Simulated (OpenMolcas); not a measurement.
# Pt⁴⁺ among point charges: CASSCF and CASPT2 levels and susceptibility

How does a field of 6 point charges split the states of Pt⁴⁺, and what χT follows?

The numbers are computed with OpenMolcas 26.06 (state-averaged CASSCF and CASPT2, spin-orbit coupling by RASSI with atomic mean-field integrals), except any that are marked as measured or tabulated.

### Step 1. What is computed

* Species: Pt⁴⁺ (platinum, Z = 78, 74 electrons)
* Basis: ANO-RCC-VDZP [7s6p4d2f], 59 functions
* Scalar Hamiltonian: DKH2, point nucleus
* Inactive shells: 1s 2s 2p 3s 3p 3d 4s 4p 4d 4f 5s 5p
* Active space: 6 electrons in 5 orbitals (5d)
* Some configurations of this space: 5d⁶
* Orbitals: optimised for each spin and parity, averaged over all roots

The outer shells:

5d6
```
5d [↑↓][↑ ][↑ ][↑ ][↑ ]
```

The ion sits among 6 point charges of -1.7 e arranged as a tetragonal octahedron (D4h), 1.92 Å from the ion, with the axial distance 2.208 Å.

The work runs as a chain of OpenMolcas steps in one folder; each step below is one input file. Labels, J, g values, rates, χT and fits are worked out afterwards by a script from the matrices that RASSI stores. The input lists half of the charges; inversion (Group=XYZ) makes the rest.

### Step 2. One- and two-electron integrals

a.inp reads:

```
&GATEWAY
Coord
1

Pt 0.0 0.0 0.0
Basis=ANO-RCC-VDZP
Group=XYZ
NoMove
AngMom=0.0 0.0 0.0
AMFI
XField
3 Angstrom 0
1.920000 0.000000 0.000000 -1.700000
0.000000 1.920000 0.000000 -1.700000
0.000000 0.000000 2.208000 -1.700000
&SEWARD
```

Launch:

```console
$ OMP_NUM_THREADS=1 MOLCAS_MEM=1689 MOLCAS_PROJECT=a pymolcas a.inp > a.log
```

### Step 3. Reference wave functions, quintets of even parity, 5 roots

a.inp reads:

```
&RASSCF
FileOrb=start.orb
Symmetry=1
Spin=5
nActEl=6 0 0
Inactive=15 19
Ras2=5 0
CIRoot=5 5 1
SDav=5
CIMx=300
Iter=120 100
PrWF=0.3
OrbListing=Nothing
MaxOrb=0
>>> COPY $Project.JobIph JOB001
```

start.orb holds the contracted functions of the basis, ordered by shell, or the orbitals of the step before.

### Step 4. Reference wave functions, triplets of even parity, 45 roots

a.inp reads:

```
&RASSCF
FileOrb=start.orb
Symmetry=1
Spin=3
nActEl=6 0 0
Inactive=15 19
Ras2=5 0
CIRoot=45 45 1
SDav=45
CIMx=300
Iter=120 100
PrWF=0.3
OrbListing=Nothing
MaxOrb=0
>>> COPY $Project.JobIph JOB002
```

### Step 5. Reference wave functions, singlets of even parity, 50 roots

a.inp reads:

```
&RASSCF
FileOrb=start.orb
Symmetry=1
Spin=1
nActEl=6 0 0
Inactive=15 19
Ras2=5 0
CIRoot=50 50 1
SDav=50
CIMx=300
Iter=120 100
PrWF=0.3
OrbListing=Nothing
MaxOrb=0
>>> COPY $Project.JobIph JOB003
```

### Step 6. RASSI: spin-orbit coupling between the states

a.inp reads:

```
&RASSI
NrOfJobIphs=3 5 45 50
1 2 3 4 5
1 2 3 4 5 6 7 8 9 10 11 12 13 14 15 16 17 18 19 20 21 22 23 24 25 26 27
28 29 30 31 32 33 34 35 36 37 38 39 40 41 42 43 44 45
1 2 3 4 5 6 7 8 9 10 11 12 13 14 15 16 17 18 19 20 21 22 23 24 25 26 27
28 29 30 31 32 33 34 35 36 37 38 39 40 41 42 43 44 45 46 47 48 49 50
IphNames
JOB001
JOB002
JOB003
EJob
SpinOrbit
DIPRint=1.0
SOCoupling=1000.0
Subsets=2
Property=9
'ANGMOM' 1 'ANGMOM' 2 'ANGMOM' 3 'MLTPL  1' 1 'MLTPL  1' 2 'MLTPL  1' 3
'AMFI' 1 'AMFI' 2 'AMFI' 3
SOProperty=3
'ANGMOM' 1 'ANGMOM' 2 'ANGMOM' 3
```

### Step 7. CASPT2: IPEA 0.25, imaginary shift 0.1 (closed shells correlated: 5s 5p)

a.inp reads:

```
>>> COPY JOB001 $Project.JobIph
&CASPT2
Multistate=5 1 2 3 4 5
NoMult
Frozen=14 16
IPEA=0.25
Imaginary=0.1
MaxIter=60
WThr=0.0 0.3 0.05
PrWF=0.5
NoMix
>>> COPY JOB002 $Project.JobIph
&CASPT2
Multistate=45 1 2 3 4 5 6 7 8 9 10 11 12 13 14 15 16 17 18 19 20 21 22
23 24 25 26 27 28 29 30 31 32 33 34 35 36 37 38 39 40 41 42 43 44 45
NoMult
Frozen=14 16
IPEA=0.25
Imaginary=0.1
MaxIter=60
WThr=0.0 0.3 0.05
PrWF=0.5
NoMix
>>> COPY JOB003 $Project.JobIph
&CASPT2
Multistate=50 1 2 3 4 5 6 7 8 9 10 11 12 13 14 15 16 17 18 19 20 21 22
23 24 25 26 27 28 29 30 31 32 33 34 35 36 37 38 39 40 41 42 43 44 45 46
47 48 49 50
NoMult
Frozen=14 16
IPEA=0.25
Imaginary=0.1
MaxIter=60
WThr=0.0 0.3 0.05
PrWF=0.5
NoMix
```

(Steps that only read results are left out.)

Q: Predict the outcome of this session. Wanted: spin-free ground state; first state of the same spin within the active space; lowest level; next level.

As calculated:

| quantity | value |
| --- | --- |
| method | SS-CASPT2, IPEA 0.25, imaginary shift 0.1 (closed shells correlated: 5s 5p) |
| spin-free ground state | 5E, 2-fold in its orbital part |
| first state of the same spin within the active space | 5B2 at 3680 cm⁻¹ |
| lowest level | 1-fold B1 |
| next level | 350.5 cm⁻¹ |
| χT at 300 K | 2.91 cm³ K/mol |
| effective moment at 300 K | 4.83 μB |

Cost by method:

| method | time of its own steps | time with the reference |
| --- | --- | --- |
| A. CASSCF | 24 s | 24 s |
| B. SS-CASPT2, IPEA 0.25, imaginary shift 0.1, +5s 5p | 8 s | 32 s |

Times are of one thread on a shared host.

The spin-free ground state (5E) comes to 100 % from free-ion D terms and keeps the highest spin of the shell. χT at 300 K is 2.91, against 3.01 cm³ K/mol for the spin alone; near agreement at one temperature doesn't show that the orbital moment is quenched. An active space of the d shell alone favours high spin; real ions in strong fields can be low spin. The field of point charges can differ much from that of real complexes. With metal d orbitals alone active, the gaps between spin states are rough; where two lie within a few thousand cm-1, their order is open. This is an electrostatic model: the charges have no orbitals.
